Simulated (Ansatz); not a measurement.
# CH₃BCl₂O: how energies converge with the basis set

The task here is to estimate one member of a computed series from the others.

Method: one geometry, several basis sets; program: Ansatz 0.2.0, Gaussian basis.

Levels to be run: PBE0-D4/def2-SVP; ωB97M-V/def2-SVP; PBE0-D4/def2-QZVPP; ωB97M-V/def2-QZVPP; the functionals' def2-TZVPP values are taken from earlier runs.

## The geometry

The geometry comes from an earlier relaxation with PBE0-D4 in a triple-zeta def2 set; it is a stationary point, not always the lowest conformer.

SMILES `OB(Cl)CCl`, 8 atoms, charge 0, spin multiplicity 1.

Atoms are counted from 1 here; the program's logs count them from 0.

Bond lengths: O1–B2 1.336 Å, O1–H6 0.968 Å, B2–Cl3 1.760 Å, B2–C4 1.576 Å, C4–Cl5 1.788 Å, C4–H7 1.091 Å, C4–H8 1.091 Å. Angles: B2–O1–H6 110.8°, O1–B2–Cl3 118.7°, O1–B2–C4 123.8°, Cl3–B2–C4 117.4°, B2–C4–Cl5 111.9°, B2–C4–H7 111.2°, B2–C4–H8 111.2°, Cl5–C4–H7 107.5°, Cl5–C4–H8 107.5°, H7–C4–H8 107.3°.

Set-up of the first run:

The input, in.yaml:

```yaml
crystal:
  periodic: [false, false, false]
  atoms:
    - {symbol: O, position_ang: [0.267636, 0.857529, 1.458464]}
    - {symbol: B, position_ang: [0.498396, -0.146793, 0.607501]}
    - {symbol: Cl, position_ang: [1.689895, -1.367083, 1.041718]}
    - {symbol: C, position_ang: [-0.237353, -0.309992, -0.776607]}
    - {symbol: Cl, position_ang: [-1.411471, 1.007743, -1.065886]}
    - {symbol: H, position_ang: [-0.404615, 1.458866, 1.107272]}
    - {symbol: H, position_ang: [-0.783860, -1.253188, -0.823872]}
    - {symbol: H, position_ang: [0.473572, -0.304181, -1.604289]}
basis:
  gaussian: {orbitals: def2-SVP}
hamiltonian: {xc: pbe0, dispersion: d4}
output: {orbitals: {seedname: orbitals}}
```

On the command line:

```bash
$ ansatz run in.yaml --threads 2 --pin off --events-out ev --progress --plain --max-ram 4352MiB
```

Steps of the session up to this table: PBE0-D4 in def2-SVP; ωB97M-V in def2-SVP; PBE0-D4 in def2-QZVPP; ωB97M-V in def2-QZVPP.

One of the session's tables, all rows but one given; the rest of the session is left out.

```
functional       basis  HOMO (eV)  LUMO (eV)
   PBE0-D4    def2-SVP      -8.53       0.06
   PBE0-D4  def2-TZVPP          ?          ?
   PBE0-D4  def2-QZVPP      -8.74      -0.31
   ωB97M-V    def2-SVP     -10.75       2.25
   ωB97M-V  def2-TZVPP     -10.97       1.87
   ωB97M-V  def2-QZVPP     -11.02       1.46
```

Estimate the missing values for PBE0-D4, def2-TZVPP.

As computed: HOMO (eV): -8.71; LUMO (eV): -0.23. In the column «HOMO (eV)» it lies between PBE0-D4, def2-QZVPP (-8.74) and PBE0-D4, def2-SVP (-8.53).
